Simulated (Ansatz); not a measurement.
# Alloy of GaAs and GaSb (20 of 32 As sites exchanged), 64 atoms

How does this alloy cell relax, and what gap do PBEsol, HSE06 and r²SCAN give?

All numbers are computed with Ansatz 0.2.0 (PAW, plane waves).

### Step 1. Starting point

64 atoms (32 Ga, 20 Sb, 12 As); a = 11.882 Å, b = 11.882 Å, c = 11.882 Å, α = 90.00°, β = 90.00°, γ = 90.00°. All atoms were shaken off their sites by about 0.02 Å along each axis.

Plan of the steps: (2) PBEsol cell relaxation at the single k point (½, ½, ½), on 1 × NVIDIA GB300 Max-Q with 8 threads of Arm Neoverse-V2; (3) HSE06 single point at the Γ point alone, on 1 × NVIDIA GB300 Max-Q with 8 threads of Arm Neoverse-V2; (4) r²SCAN single point at the Γ point alone, on 1 × NVIDIA GB300 Max-Q with 8 threads of Arm Neoverse-V2.

### Step 2. Relaxing cell and atoms with PBEsol

Input file in.yaml:

```yaml
crystal:
  lattice:
    - [11.882208, 0.000000, 0.000000]
    - [0.000000, 11.882208, 0.000000]
    - [0.000000, 0.000000, 11.882208]
  atoms:
    - { symbol: Ga, position: [0.996033, 0.000552, 0.999181] }
    - { symbol: Ga, position: [0.002475, 0.998234, 0.500347] }
    - { symbol: Ga, position: [0.997514, 0.500856, 0.001847] }
    - { symbol: Ga, position: [0.004587, 0.497419, 0.499201] }
    - { symbol: Ga, position: [0.499184, 0.004045, 0.002421] }
    - { symbol: Ga, position: [0.502612, 0.002730, 0.498664] }
    - { symbol: Ga, position: [0.500338, 0.498996, 0.999767] }
    - { symbol: Ga, position: [0.500922, 0.500539, 0.500615] }
    - { symbol: Ga, position: [0.252158, 0.248841, 0.000524] }
    - { symbol: Ga, position: [0.250559, 0.250311, 0.499894] }
    - { symbol: Ga, position: [0.249736, 0.751701, 0.002827] }
    - { symbol: Ga, position: [0.245948, 0.750994, 0.500790] }
    - { symbol: Ga, position: [0.749466, 0.249175, 0.000544] }
    - { symbol: Ga, position: [0.749177, 0.249932, 0.502005] }
    - { symbol: Ga, position: [0.747249, 0.753670, 0.998482] }
    - { symbol: Ga, position: [0.750023, 0.747549, 0.499216] }
    - { symbol: Ga, position: [0.250532, 0.999311, 0.251941] }
    - { symbol: Ga, position: [0.254171, 0.999748, 0.750340] }
    - { symbol: Ga, position: [0.249020, 0.500485, 0.248004] }
    - { symbol: Ga, position: [0.250439, 0.497249, 0.751906] }
    - { symbol: Ga, position: [0.749257, 0.000533, 0.249152] }
    - { symbol: Ga, position: [0.748832, 0.998258, 0.751857] }
    - { symbol: Ga, position: [0.750536, 0.499384, 0.251527] }
    - { symbol: Ga, position: [0.750589, 0.501262, 0.748496] }
    - { symbol: Ga, position: [0.002403, 0.252305, 0.245493] }
    - { symbol: Ga, position: [0.998606, 0.253005, 0.750813] }
    - { symbol: Ga, position: [0.000857, 0.750022, 0.249594] }
    - { symbol: Ga, position: [0.003060, 0.748614, 0.749312] }
    - { symbol: Ga, position: [0.497341, 0.247411, 0.251359] }
    - { symbol: Ga, position: [0.499877, 0.249833, 0.750098] }
    - { symbol: Ga, position: [0.500756, 0.750430, 0.250996] }
    - { symbol: Ga, position: [0.498205, 0.746105, 0.746980] }
    - { symbol: Sb, position: [0.120092, 0.123108, 0.126889] }
    - { symbol: Sb, position: [0.123422, 0.124900, 0.623232] }
    - { symbol: Sb, position: [0.123520, 0.624635, 0.620780] }
    - { symbol: Sb, position: [0.624399, 0.126493, 0.624591] }
    - { symbol: Sb, position: [0.625958, 0.624905, 0.125276] }
    - { symbol: Sb, position: [0.626606, 0.622742, 0.623957] }
    - { symbol: Sb, position: [0.374788, 0.876572, 0.126449] }
    - { symbol: Sb, position: [0.372279, 0.876348, 0.624467] }
    - { symbol: Sb, position: [0.875187, 0.377377, 0.124500] }
    - { symbol: Sb, position: [0.875107, 0.875501, 0.125644] }
    - { symbol: Sb, position: [0.877569, 0.873122, 0.624843] }
    - { symbol: Sb, position: [0.376470, 0.127967, 0.374778] }
    - { symbol: Sb, position: [0.378532, 0.125000, 0.875520] }
    - { symbol: Sb, position: [0.876753, 0.123746, 0.374063] }
    - { symbol: Sb, position: [0.876185, 0.626890, 0.878018] }
    - { symbol: Sb, position: [0.125873, 0.374419, 0.876590] }
    - { symbol: Sb, position: [0.125302, 0.874821, 0.373857] }
    - { symbol: Sb, position: [0.621341, 0.376061, 0.377679] }
    - { symbol: Sb, position: [0.625453, 0.876923, 0.373573] }
    - { symbol: Sb, position: [0.627313, 0.877827, 0.873814] }
    - { symbol: As, position: [0.123096, 0.623715, 0.125974] }
    - { symbol: As, position: [0.624981, 0.127500, 0.120629] }
    - { symbol: As, position: [0.378885, 0.374188, 0.124733] }
    - { symbol: As, position: [0.373189, 0.374066, 0.622037] }
    - { symbol: As, position: [0.877052, 0.374001, 0.625237] }
    - { symbol: As, position: [0.376605, 0.625941, 0.374604] }
    - { symbol: As, position: [0.374647, 0.626714, 0.876036] }
    - { symbol: As, position: [0.875466, 0.122793, 0.872918] }
    - { symbol: As, position: [0.871502, 0.625789, 0.371859] }
    - { symbol: As, position: [0.126081, 0.374756, 0.373812] }
    - { symbol: As, position: [0.127723, 0.872038, 0.874966] }
    - { symbol: As, position: [0.623048, 0.377347, 0.876415] }
kpoints:
  mp_grid: { grid: [1, 1, 1], shift: [0.5, 0.5, 0.5] }
hamiltonian:
  xc: pbesol
scf:
  occupations: { method: fermi_dirac, width: 0.01 }
relax:
  f_tol: 0.03
  max_steps: 80
  escape_saddle: false
  adjacent_minimum: "off"
  cell: { fix: [shape] }
output:
  forces: true
  eigenvalues: true
  populations: true
```

On the command line:

```
ansatz run in.yaml --threads 8 --pin off --max-ram 76000MiB --runs-dir r --events-out ev --progress --plain --backend cuda --devices 0,
```

The runs that follow: Single point with HSE06; r²SCAN on the same atoms.

What does the calculation give? Wanted: for each run, top filled to lowest empty.

The runs gave:

| level | time | k points | top filled to lowest empty (eV) |
| --- | --- | --- | --- |
| PBEsol, relaxation | 13 s (GPU) | (½, ½, ½) | 0.82 |
| HSE06 | 72 s (GPU) | Γ | 0.54 |
| r²SCAN | 8.3 s (GPU) | Γ | 0.13 |

```
     quantity                                                                         value
   relaxation                                              5 recorded steps, 2.47 eV gained
largest shift                                                                 0.21 Å (Ga29)
 relaxed cell  a = 11.906 Å, b = 11.906 Å, c = 11.906 Å, α = 90.00°, β = 90.00°, γ = 90.00°
   mean bonds                                                    As–Ga 2.499, Ga–Sb 2.628 Å
```

**In words.** The relaxation lowers the energy by 2.47 eV; the largest shift is 0.21 Å (Ga29), while the volume changes by +0.6 %. The mean lengths of the listed bonds run from As–Ga 2.50 Å to Ga–Sb 2.63 Å. At the same k points, r²SCAN gives a spacing 0.41 eV smaller than the 0.54 eV of HSE06. The relaxation ran on other k points, so part of any difference from the later rows can come from the mesh. The HSE06 single point took about 8.7 times as long as the r²SCAN one on the same kind of device. A spacing under 0.2 eV need not be a band gap: disorder can split levels that lie at the Fermi energy. Spin–orbit coupling is left out, which matters for the band edges of the heavier elements here. With one k point the spacing samples only the states that fold onto it, so it can exceed the gap over the zone.
